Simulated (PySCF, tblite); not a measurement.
**C₄H₆F₂O₂Si: geometry, infrared bands and NMR shifts**

What infrared bands and NMR shifts should C₄H₆F₂O₂Si (`O=C(O)[Si@H](F)C/C=C\F`) show?

Programs: tblite 0.8.0 and PySCF 2.14.0, with density-fitted response routines of our own. Each step states its level of theory. These are calculated values for one molecule in the gas phase, unless marked as measured. Atoms count from 0, in the outputs and in this text.

## Step 1: The starting structure

15 atoms, charge 0, multiplicity 1; geometry from: force field or distance geometry start.

Bonds of the start (Å): O0–C1 1.22, C1–O2 1.37, C1–Si3 1.89, Si3–F4 1.63, Si3–C5 1.89, C5–C6 1.50, C6–C7 1.33, C7–F8 1.34, O2–H9 0.97, Si3–H10 1.49, C5–H11 1.09, C5–H12 1.09, C6–H13 1.09, C7–H14 1.09.

## Step 2: Relaxing the molecule with GFN2-xTB

What the job is given:

```
{"job": {"kind": "relax", "xc": "GFN2-xTB", "basis": "xTB"}, "charge": 0, "multiplicity": 1}
O      2.506600     0.819700    -1.270900
C      2.280500     1.030800    -0.092400
O      3.147700     1.789100     0.644500
Si     0.752400     0.277000     0.718300
F      1.190400    -0.908600     1.745100
C     -0.394800    -0.502100    -0.560700
C     -1.612000    -1.178600    -0.002800
C     -2.854300    -0.747900    -0.193200
F     -3.123400     0.354300    -0.907000
H      3.840700     2.048700     0.015000
H     -0.005500     1.282400     1.517300
H     -0.681500     0.278400    -1.267900
H      0.174400    -1.242100    -1.120000
H     -1.455500    -2.090000     0.579800
H     -3.770200    -1.203100     0.173100
```

The run is started by

```console
OMP_NUM_THREADS=1 python probes_run.py task.json out
```

The driver reads the jobs from task.json and runs them one after another.

**Question.** This job is followed by: GFN2-xTB harmonic vibrations, gas phase; GIAO PBE0/pcSseg-1 NMR shielding, non-relativistic, gas phase. What will the session give for the following? strongest single infrared mode (GFN2-xTB); zero-point energy (GFN2-xTB); 13C shifts against TMS (PBE0/pcSseg-1); 1H shifts against TMS (PBE0/pcSseg-1); 17O shifts against H2O (PBE0/pcSseg-1); 29Si shifts against TMS (PBE0/pcSseg-1); 19F shifts against CFCl3 (PBE0/pcSseg-1).

The runs gave:

```
                                 quantity                                   value
strongest single infrared mode (GFN2-xTB)                   1762 cm⁻¹, 318 km/mol
             zero-point energy (GFN2-xTB)                           59.9 kcal/mol
   13C shifts against TMS (PBE0/pcSseg-1)           181.2, 159.0, 110.0, 14.4 ppm
    1H shifts against TMS (PBE0/pcSseg-1)  6.95, 6.87, 5.22, 5.19, 2.27, 2.22 ppm
   17O shifts against H2O (PBE0/pcSseg-1)                        496.5, 237.9 ppm
  29Si shifts against TMS (PBE0/pcSseg-1)                                -2.6 ppm
 19F shifts against CFCl3 (PBE0/pcSseg-1)                      -121.3, -216.6 ppm
```

**Reading.** Over 99 steps the energy fell by 0.185 eV; of the close pairs, Si3–H10 changed most, 1.491 to 1.451 Å. All 39 modes are real, so the xTB geometry is a minimum. The strongest single mode, at 1762 cm⁻¹, moves mainly C1 and O0. Unscaled tight-binding wavenumbers are off by several per cent, some by more. Its intensities can rank the bands wrongly. At PBE0/pcSseg-1: Shielding is most anisotropic at O0 (span 717 ppm, paramagnetic term -562 ppm).
